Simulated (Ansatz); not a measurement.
# CH3BClFO: how energies converge with the basis set

An exercise on one series of results from a longer session: the logs are not shown, and one member is left open.

The runs use Ansatz 0.2.0, Gaussian basis; one geometry, several basis sets.

Plan: PBE0-D4/def2-SVP; ωB97M-V/def2-SVP; PBE0-D4/def2-QZVPP; ωB97M-V/def2-QZVPP; the functionals' def2-TZVPP values are taken from earlier runs.

### The relaxed structure

The geometry comes from an earlier relaxation with PBE0-D4 in a triple-zeta def2 set; it is a stationary point, not always the lowest conformer.

SMILES `BC(O)(F)Cl`, 8 atoms, charge 0, spin multiplicity 1.

Atoms are counted from 1 here; the program's logs count them from 0.

Bond lengths: B1–C2 1.545 Å, B1–H6 1.192 Å, B1–H7 1.187 Å, C2–O3 1.458 Å, C2–F4 1.346 Å, C2–Cl5 1.742 Å, O3–H8 0.968 Å. Angles: C2–B1–H6 116.5°, C2–B1–H7 119.5°, H6–B1–H7 123.9°, B1–C2–O3 74.1°, B1–C2–F4 121.2°, B1–C2–Cl5 125.0°, O3–C2–F4 108.7°, O3–C2–Cl5 110.1°, F4–C2–Cl5 109.4°, C2–O3–H8 107.1°.

Set-up of the first run:

Contents of in.yaml:

```yaml
crystal:
  periodic: [false, false, false]
  atoms:
    - {symbol: B, position_ang: [-0.496727, 0.835931, 0.196684]}
    - {symbol: C, position_ang: [0.656000, -0.125712, -0.169042]}
    - {symbol: O, position_ang: [-0.573104, -0.892271, -0.337222]}
    - {symbol: F, position_ang: [1.403686, -0.711802, 0.783820]}
    - {symbol: Cl, position_ang: [1.548083, -0.091841, -1.664662]}
    - {symbol: H, position_ang: [-0.796518, 0.892223, 1.348882]}
    - {symbol: H, position_ang: [-0.991579, 1.504401, -0.650038]}
    - {symbol: H, position_ang: [-0.657639, -1.468131, 0.435879]}
basis:
  gaussian: {orbitals: def2-SVP}
hamiltonian: {xc: pbe0, dispersion: d4}
output: {orbitals: {seedname: orbitals}}
```

The run is started by

```
$ ansatz run in.yaml --threads 2 --pin off --events-out ev --progress --plain --max-ram 4352MiB
```

Among the steps run: PBE0-D4 in def2-SVP; ωB97M-V in def2-SVP; PBE0-D4 in def2-QZVPP; ωB97M-V in def2-QZVPP.

One of the session's tables, all rows but one given; the rest of the session is left out.

It belongs to the step «Density functionals: the series». 

```
functional       basis  HOMO (eV)  LUMO (eV)
   PBE0-D4    def2-SVP      -8.51      -0.02
   PBE0-D4  def2-TZVPP      -8.63      -0.39
   PBE0-D4  def2-QZVPP          ?          ?
   ωB97M-V    def2-SVP     -10.77       1.95
   ωB97M-V  def2-TZVPP     -10.93       1.31
   ωB97M-V  def2-QZVPP     -10.97       0.94
```

Estimate the missing values for PBE0-D4, def2-QZVPP.

As computed: HOMO (eV): -8.67; LUMO (eV): -0.53. In the column «HOMO (eV)» it lies between ωB97M-V, def2-SVP (-10.77) and PBE0-D4, def2-TZVPP (-8.63).
